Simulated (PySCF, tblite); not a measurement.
# C7H6FO radical: geometry, infrared bands and EPR parameters

Wanted: the infrared bands and EPR parameters of C7H6FO radical (`O=C[C@@H]1[CH]C=CC=C1F`), by calculation.

Programs: tblite 0.8.0 and PySCF 2.14.0, with density-fitted response routines of our own. Each step states its level of theory. These are calculated values for one molecule in the gas phase, unless marked as measured. Atoms are numbered from 0 throughout.

## Step 1: The molecule as given

15 atoms, charge 0, multiplicity 2; geometry from: force field or distance geometry start.

Bonds of the start (Å): O0–C1 1.20, C1–C2 1.50, C2–C3 1.47, C3–C4 1.47, C4–C5 1.32, C5–C6 1.45, C6–C7 1.31, C7–F8 1.36, C7–C2 1.47, C1–H9 1.10, C2–H10 1.14, C3–H11 1.10, C4–H12 1.08, C5–H13 1.10, C6–H14 1.10.

## Step 2: Geometry optimisation with GFN2-xTB

What the job is given:

```
{"job": {"kind": "relax", "xc": "GFN2-xTB", "basis": "xTB"}, "charge": 0, "multiplicity": 2}
O     -3.218700     0.327100     0.281000
C     -2.077700     0.234600     0.655000
C     -0.926300    -0.039200    -0.274100
C     -0.251600    -1.294600     0.073900
C      1.206600    -1.224200     0.244600
C      1.927700    -0.130100     0.079400
C      1.265900     1.107600    -0.272500
C     -0.037900     1.120000    -0.421500
F     -0.597500     2.311800    -0.754900
H     -1.814100     0.328100     1.718300
H     -1.441800    -0.229400    -1.271700
H     -0.633300    -2.200100    -0.412800
H      1.738300    -2.129200     0.510600
H      3.011200    -0.206000     0.222900
H      1.844800     2.031600    -0.400200
```

Started as:

```console
OMP_NUM_THREADS=1 python probes_run.py task.json out
```

This one command runs all jobs of the session in turn.

What it wrote:

```text
step      E/eV     max force
  0    -727.06453    4.375
  1    -727.43664    1.692
  2    -727.51308    1.464
  3    -727.60562    0.848
  4    -727.69244    0.773
  5    -727.73177    0.490
  6    -727.75350    0.457
  7    -727.77606    0.413
  8    -727.79506    0.386
  9    -727.81084    0.351
 10    -727.82316    0.302
 11    -727.83294    0.212
 12    -727.84186    0.225
 13    -727.84958    0.188
 14    -727.85473    0.179
 15    -727.85822    0.171
 16    -727.86134    0.129
 17    -727.86412    0.132
 18    -727.86601    0.106
 19    -727.86698    0.079
 20    -727.86767    0.063
 21    -727.86833    0.068
 22    -727.86894    0.062
 23    -727.86947    0.056
 24    -727.87000    0.060
 25    -727.87068    0.072
 26    -727.87153    0.089
 27    -727.87234    0.075
 28    -727.87292    0.058
 29    -727.87334    0.060
 30    -727.87376    0.059
 31    -727.87436    0.066
 32    -727.87521    0.077
 33    -727.87636    0.102
 34    -727.87776    0.111
 35    -727.87944    0.095
 36    -727.88154    0.118
 37    -727.88428    0.146
 38    -727.88787    0.142
 39    -727.89192    0.234
 40    -727.88383    1.256
 41    -727.89535    0.603
 42    -727.89719    0.190
 43    -727.90115    0.095
 44    -727.90333    0.226
 45    -727.90499    0.234
 46    -727.90768    0.093
 47    -727.90835    0.180
 48    -727.90938    0.158
 49    -727.91014    0.099
 50    -727.91065    0.085
 51    -727.91121    0.052
 52    -727.91150    0.052
 53    -727.91169    0.030
 54    -727.91185    0.052
 55    -727.91203    0.034
 56    -727.91218    0.020
 57    -727.91225    0.019
 58    -727.91228    0.017
 59    -727.91233    0.014
 60    -727.91237    0.014
 61    -727.91240    0.017
 62    -727.91244    0.021
 63    -727.91248    0.021
 64    -727.91253    0.019
 65    -727.91258    0.017
 66    -727.91263    0.019
 67    -727.91267    0.025
 68    -727.91272    0.026
 69    -727.91275    0.019
 70    -727.91277    0.010
```

Run time: 0.36 s. Hardware: 1 thread of Arm Neoverse V2, shared host.

Relaxation path: (not every step is listed)

```csv
step,energy from step 0 (eV),largest force (eV/Å)
0,0.0000,4.3753
1,-0.3721,1.6921
2,-0.4485,1.4644
3,-0.5411,0.8479
4,-0.6279,0.7732
5,-0.6672,0.4897
6,-0.6890,0.4568
7,-0.7115,0.4130
8,-0.7305,0.3864
13,-0.7850,0.1878
18,-0.8015,0.1058
23,-0.8049,0.0556
28,-0.8084,0.0576
33,-0.8118,0.1019
38,-0.8233,0.1423
43,-0.8366,0.0947
48,-0.8449,0.1583
53,-0.8472,0.0299
58,-0.8478,0.0167
63,-0.8479,0.0211
65,-0.8481,0.0174
66,-0.8481,0.0186
67,-0.8481,0.0253
68,-0.8482,0.0265
69,-0.8482,0.0192
70,-0.8482,0.0099
```

Distances of close pairs at the start and the end, largest changes first:

```csv
bond,before (Å),after (Å),change (Å)
C3–C4,1.470,1.361,-0.108
C4–C5,1.321,1.399,+0.079
C2–H10,1.139,1.096,-0.043
C6–C7,1.312,1.354,+0.042
C5–C6,1.447,1.406,-0.041
C1–C2,1.505,1.541,+0.036
C2–C3,1.467,1.496,+0.029
C5–H13,1.096,1.077,-0.019
```

The next job starts from the end point, and lists it.

## Step 3: Vibrational analysis with GFN2-xTB

What the job is given:

```
{"job": {"kind": "ir", "xc": "GFN2-xTB", "basis": "xTB"}, "charge": 0, "multiplicity": 2}
O     -2.974995    -0.343102     0.756175
C     -1.878908     0.128969     0.708879
C     -0.956318     0.046071    -0.522599
C     -0.247471    -1.235740    -0.217641
C      1.047071    -1.250938     0.203751
C      1.820404    -0.085924     0.258286
C      1.280412     1.130695    -0.193298
C     -0.007295     1.180903    -0.608255
F     -0.523305     2.327127    -1.100143
H     -1.381911     0.578452     1.585636
H     -1.596056    -0.025166    -1.410150
H     -0.830798    -2.139622    -0.286576
H      1.506467    -2.194034     0.461134
H      2.842840    -0.125203     0.593269
H      1.895450     2.015501    -0.250379
```

What it wrote:

```text
mode    cm-1     km/mol
  1      48.6      0.35
  2     105.0      4.99
  3     184.8      4.73
  4     201.9     13.38
  5     324.0      7.15
  6     341.3      6.33
  7     434.2      9.41
  8     471.9      1.40
  9     517.9     25.39
 10     545.6     10.63
 11     578.1      4.86
 12     704.4     50.87
 13     779.9     15.66
 14     793.2      7.94
 15     870.8     24.38
 16     887.3      7.21
 17     903.2      2.54
 18     951.8     18.56
 19     954.9     40.29
 20    1005.2      5.42
 21    1052.2      9.17
 22    1137.3     46.79
 23    1154.5     13.21
 24    1169.3     57.72
 25    1174.7     10.69
 26    1250.3     11.64
 27    1304.3     29.63
 28    1345.1     28.39
 29    1356.9     22.17
 30    1386.6     29.69
 31    1501.1     13.30
 32    1593.7     42.30
 33    1777.4    633.15
 34    2795.1     80.89
 35    2912.0     10.64
 36    3083.7     14.97
 37    3101.7      8.13
 38    3108.0     14.02
 39    3123.4     15.58
```

It took 0.39 s on 1 thread of Arm Neoverse V2, shared host.

Which atoms move in the most intense modes:

```
cm⁻¹  km/mol                         atoms
 704    50.9  H13 34 %, H11 32 %, H12 12 %
 955    40.3    C2 41 %, C1 25 %, H12 10 %
1137    46.8   H10 23 %, C7 20 %, H13 19 %
1169    57.7   H13 35 %, C7 20 %, H10 14 %
1387    29.7              C4 36 %, C5 27 %
1594    42.3     C7 38 %, C6 33 %, C4 12 %
1777   633.1              C1 57 %, O0 41 %
2795    80.9                       H9 93 %
```

## Step 4: EPR parameters: B3LYP/pcH-1

The job, as its differences from that of step 3:

```diff
@@ -1,2 +1,2 @@
-{"job": {"kind": "ir", "xc": "GFN2-xTB", "basis": "xTB"}, "charge": 0, "multiplicity": 2}
+{"job": {"kind": "epr", "basis": "pcH-1"}, "charge": 0, "multiplicity": 2}
 O     -2.974995    -0.343102     0.756175
```

With the program's defaults for keys left out, this is: UKS B3LYP, pcH-1 on C F H O, non-relativistic, mean-field spin-orbit, GIAO.

What it wrote:

```text
UKS, coarse grid
  cycle   1  E = -445.19292363  |g| = 6.81e-01
  cycle   2  E = -444.37572884  |g| = 1.57e+00
  cycle   3  E = -445.34903341  |g| = 2.24e-01
  cycle   4  E = -445.36940320  |g| = 8.71e-02
  cycle   5  E = -445.37212167  |g| = 3.74e-02
  cycle   6  E = -445.37288364  |g| = 1.16e-02
  cycle   7  E = -445.37301369  |g| = 6.16e-03
  cycle   8  E = -445.37306119  |g| = 3.96e-03
  cycle   9  E = -445.37307958  |g| = 1.58e-03
  cycle  10  E = -445.37308154  |g| = 6.09e-04
UKS, final grid
  cycle   1  E = -445.37311128  |g| = 1.02e-03
  cycle   2  E = -445.37310987  |g| = 2.13e-03
  cycle   3  E = -445.37311180  |g| = 2.12e-04
  cycle   4  E = -445.37311182  |g| = 7.43e-05
  cycle   5  E = -445.37311183  |g| = 5.98e-05
  cycle   6  E = -445.37311184  |g| = 1.43e-05
E = -445.37311184 Eh   <S^2> = 0.7825 (exact 0.7500)
g shifts (ppm)      1          2          3
  rmc          -178       -178       -178
  gc              6         48         34
  oz_so          13       1119       2022
  total        -159        990       1879
hyperfine (MHz)  atom isotope    a_iso     a_fc   dipolar eigenvalues
    0   17O      -2.25      -2.25    -15.53      5.40     10.13
    1   13C     109.68     109.68     -7.86     -6.65     14.51
    2   13C     -30.28     -30.28     -1.30     -0.52      1.82
    3   13C      38.00      38.00    -33.41    -31.27     64.68
    4   13C     -36.03     -36.03    -23.09      9.87     13.22
    5   13C      47.24      47.24    -43.37    -40.96     84.33
    6   13C     -34.95     -34.95    -21.31      9.31     12.00
    7   13C      41.20      41.20    -33.33    -32.21     65.53
    8   19F      53.54      53.54   -101.28    -82.74    184.02
    9    1H       7.53       7.53     -3.13     -1.32      4.45
   10    1H      92.29      92.29     -3.15     -0.56      3.71
   11    1H     -27.74     -27.74    -15.82     -0.86     16.68
   12    1H       9.58       9.58     -3.88     -1.12      5.00
   13    1H     -35.92     -35.92    -21.12     -0.11     21.23
   14    1H       9.09       9.09     -3.83     -0.56      4.38
```

It took 96 s on 1 thread of Arm Neoverse V2, shared host; peak memory 1.1 GiB.

Principal g values 2.00216, 2.00331, 2.00420; g(iso) = 2.00322, against 2.00232 for a free electron.

Hyperfine couplings, nucleus by nucleus at this fixed geometry (no averaging over rotations):

| nuclei | isotope | a(iso) (MHz) | a(iso) (G, at g = 2.0023) | largest dipolar term (MHz) |
| --- | --- | --- | --- | --- |
| C1 | 13C | 109.7 | 39.1 | 14.5 |
| H10 | 1H | 92.3 | 32.9 | 3.7 |
| F8 | 19F | 53.5 | 19.1 | 184.0 |
| C5 | 13C | 47.2 | 16.9 | 84.3 |
| C7 | 13C | 41.2 | 14.7 | 65.5 |
| C3 | 13C | 38.0 | 13.6 | 64.7 |
| C4 | 13C | -36.0 | -12.9 | -23.1 |
| H13 | 1H | -35.9 | -12.8 | 21.2 |
| C6 | 13C | -35.0 | -12.5 | -21.3 |
| C2 | 13C | -30.3 | -10.8 | 1.8 |
| H11 | 1H | -27.7 | -9.9 | 16.7 |
| H12 | 1H | 9.6 | 3.4 | 5.0 |
| H14 | 1H | 9.1 | 3.2 | 4.4 |
| H9 | 1H | 7.5 | 2.7 | 4.5 |

Mulliken spin populations:

O0 0.03; C1 0.05; C2 -0.07; C3 0.43; C4 -0.21; C5 0.55; C6 -0.19; C7 0.36; F8 0.02; H9 0.01; H10 0.04; H11 -0.02; H12 0.01; H13 -0.03; H14 0.01

In first order the couplings over 0.8 MHz of 1H, 19F give 128 distinct lines over 84.1 G.

The fields below are evaluated on a grid from the run's orbitals.

ELF in a plane through or near 6 of the atoms.

Ten even steps from '0' (0.00) to '9' (1.00):
```
0000000000000000000000000000
0000000000000000000000000000
0000000000000000000000000000
0000000000001343100000000000
0000001686002788630000000000
0000005999301688740000000000
0000006999743464100000000000
0000000587138335111000000000
0000000044518478554212200000
0000024458861154487336631000
0000489950451157664268852000
0000388757965745410167731000
0000033215273945630034310000
0000000028996458982000000000
0000000089998016885000000000
0000000189997002552000000000
0000000027871000000000000000
0000000000000000000000000000
0000000000000000000000000000
0000000000000000000000000000
```
The map spans 11.2 Å across and 10.3 Å up, centred on the molecule. Atoms in the plane (x, y in Å): C4 (-1.0, -1.3), C5 (-1.8, -0.3), C6 (-1.4, 1.1), C7 (-0.1, 1.3), H12 (-1.3, -2.3), H14 (-2.0, 1.9).

On the surface of density 0.002 e/bohr³ the electrostatic potential runs, from the 1st to the 99th percentile, from -1.44 V near O0 to 1.15 V near H14.

The spin density lies nearest to C5 25 %; C3, C7 about 19 % each; C4, C6 about 7 % each (beta excess).

## Step 5: Results

```
                                 quantity                  value
strongest single infrared mode (GFN2-xTB)  1777 cm⁻¹, 633 km/mol
             zero-point energy (GFN2-xTB)          67.1 kcal/mol
                           g(iso) (B3LYP)                2.00322
                                     ⟨S²⟩     0.782 (exact 0.75)
                           largest a(iso)   13C on C1, 109.7 MHz
    surface potential, 1st and 99th percentile     -1.44 V and 1.15 V
```

Relaxing lowered the energy by 0.848 eV in 70 steps; the close pair that moved most is C3–C4, from 1.470 to 1.361 Å. No mode is imaginary among the 39: a minimum at this level. The strongest single mode, at 1777 cm⁻¹, moves mainly C1 and O0. Unscaled tight-binding wavenumbers are off by several per cent, some by more. Its intensities can rank the bands wrongly. The largest spin populations lie on C5 (0.55 e), C3 (0.43 e). The isotropic g lies 0.9 ppt above the free-electron value.
